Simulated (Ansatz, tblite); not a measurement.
# The cluster Pb₄S₃: one state, many levels

How do method and basis change the picture of the cluster Pb₄S₃ (singlet)?

The runs use Ansatz 0.2.0, Gaussian basis; as each input shows.

Plan: GFN1-xTB, GFN2-xTB, PBE-D4/def2-TZVP, r2SCAN-D4/def2-TZVP, B3LYP-D4/def2-TZVP, HSE06-D4/def2-TZVP, HF/def2-TZVP, PBE-D4/def2-SVP, PBE0-D4/def2-SVP, PBE0-D4/def2-TZVPD, PBE-D4/def2-TZVPD, B3LYP-D4/def2-TZVPD, CCSD(T)/def2-SVP, MP2/def2-TZVP, RPA/def2-TZVP.

4 further runs of the same task are left out: 3 that didn't finish, 1 set aside as unsound or not needed.

**1. The structure**

The geometry is that of the singlet, from an earlier relaxation (r2SCAN-D4/def2-SVP). At that level it is the lowest of the isomers that a small search found.

7 atoms, charge 0, spin multiplicity 1.

Bond lengths: Pb1–S5 2.734 Å, Pb1–S6 2.734 Å, Pb1–S7 2.734 Å, Pb2–S6 2.694 Å, Pb2–S7 2.694 Å, Pb3–S5 2.694 Å, Pb3–S6 2.694 Å, Pb4–S5 2.694 Å, Pb4–S7 2.694 Å. Angles: S5–Pb1–S6 89.6°, S5–Pb1–S7 89.6°, S6–Pb1–S7 89.6°, S6–Pb2–S7 91.3°, S5–Pb3–S6 91.3°, S5–Pb4–S7 91.3°, Pb1–S5–Pb3 89.2°, Pb1–S5–Pb4 89.2°, Pb3–S5–Pb4 77.7°, Pb1–S6–Pb2 89.2°, Pb1–S6–Pb3 89.2°, Pb2–S6–Pb3 77.7°, Pb1–S7–Pb2 89.2°, Pb1–S7–Pb4 89.2°, Pb2–S7–Pb4 77.7°.

Geometry (Å):

| atom | x (Å) | y (Å) | z (Å) |
| --- | --- | --- | --- |
| Pb1 | 0.6767 | 1.1979 | -1.5651 |
| Pb2 | 1.1696 | -1.8437 | 0.6788 |
| Pb3 | -2.0256 | -1.0559 | -0.0992 |
| Pb4 | -0.3032 | 0.8470 | 2.1020 |
| S5 | -1.6122 | 1.6065 | -0.1273 |
| S6 | 0.0658 | -1.4604 | -1.7490 |
| S7 | 2.0289 | 0.7086 | 0.7599 |

Pb takes a core potential in the def2 sets. No spin-orbit coupling is included.

PBE0-D4/def2-TZVP was run before; its log isn't repeated, and its numbers join the tables.

**2. GFN1-xTB**

Tight binding, by tblite at 300 K electronic temperature and without a spin-polarisation term:

```python
tblite.interface.Calculator('GFN1-xTB', numbers, positions, charge=0, uhf=0).singlepoint()
```

Energy -486.3204 eV, HOMO -7.37 eV, LUMO -4.31 eV; 0.006 s.

**3. GFN2-xTB**

Tight binding, by tblite at 300 K electronic temperature and without a spin-polarisation term:

```python
tblite.interface.Calculator('GFN2-xTB', numbers, positions, charge=0, uhf=0).singlepoint()
```

Energy -524.9684 eV, HOMO -9.49 eV, LUMO -6.21 eV; 0.006 s.

**4. PBE-D4/def2-TZVP**

start.molden holds the orbitals of an earlier run on this state, given as this run's starting guess.

File in.yaml:

```yaml
crystal:
  periodic: [false, false, false]
  atoms:
    - {symbol: Pb, position_ang: [0.676695, 1.197870, -1.565071]}
    - {symbol: Pb, position_ang: [1.169615, -1.843740, 0.678761]}
    - {symbol: Pb, position_ang: [-2.025624, -1.055858, -0.099244]}
    - {symbol: Pb, position_ang: [-0.303225, 0.847026, 2.101993]}
    - {symbol: S, position_ang: [-1.612184, 1.606514, -0.127292]}
    - {symbol: S, position_ang: [0.065784, -1.460416, -1.749012]}
    - {symbol: S, position_ang: [2.028949, 0.708614, 0.759876]}
basis:
  gaussian: {orbitals: def2-TZVP, initial_orbitals: start.molden}
hamiltonian: {xc: pbe, dispersion: d4}
scf: {omitted_lower_state_checks: [starts]}
output: {orbitals: {seedname: orbitals}}
```

The run is started by

```bash
ansatz run in.yaml --threads 4 --pin off --events-out ev --progress --plain --max-ram 4787MiB
```

After this run come: r2SCAN-D4/def2-TZVP; B3LYP-D4/def2-TZVP; HSE06-D4/def2-TZVP; HF/def2-TZVP; PBE-D4/def2-SVP; PBE0-D4/def2-SVP; PBE0-D4/def2-TZVPD; PBE-D4/def2-TZVPD; B3LYP-D4/def2-TZVPD; CCSD(T)/def2-SVP; MP2/def2-TZVP; RPA/def2-TZVP.

**Question.** What will the summary of the whole plan be? Wanted: gap in def2-TZVP, named functionals and Hartree-Fock, smallest and largest; correlation energy, CCSD(T)/def2-SVP; correlation energy, MP2/def2-TZVP; binding an atom, CCSD(T)/def2-SVP; PBE0 total energy, smallest basis above largest.

The runs gave:

```
                                                                  quantity                            value
gap in def2-TZVP, named functionals and Hartree-Fock, smallest and largest   2.17 eV (PBE-D4), 7.12 eV (HF)
                                      correlation energy, CCSD(T)/def2-SVP                        -23.31 eV
                                         correlation energy, MP2/def2-TZVP                        -58.72 eV
                                         binding an atom, CCSD(T)/def2-SVP                         2.621 eV
                           PBE0 total energy, smallest basis above largest  11.72 eV (def2-SVP, def2-TZVPD)
```

In words: Over the named functionals and Hartree-Fock in def2-TZVP the gap runs from 2.17 eV (PBE-D4) to 7.12 eV (HF); exact exchange widens it. The functionals in def2-TZVP miss CCSD(T)/def2-SVP by +0.449 (B3LYP-D4) to +0.671 eV (PBE-D4) an atom. The yardstick is in a double-zeta basis, so levels in larger sets aren't compared like for like. CCSD(T)/def2-SVP isn't at the basis-set limit; small misses against it rank nothing.
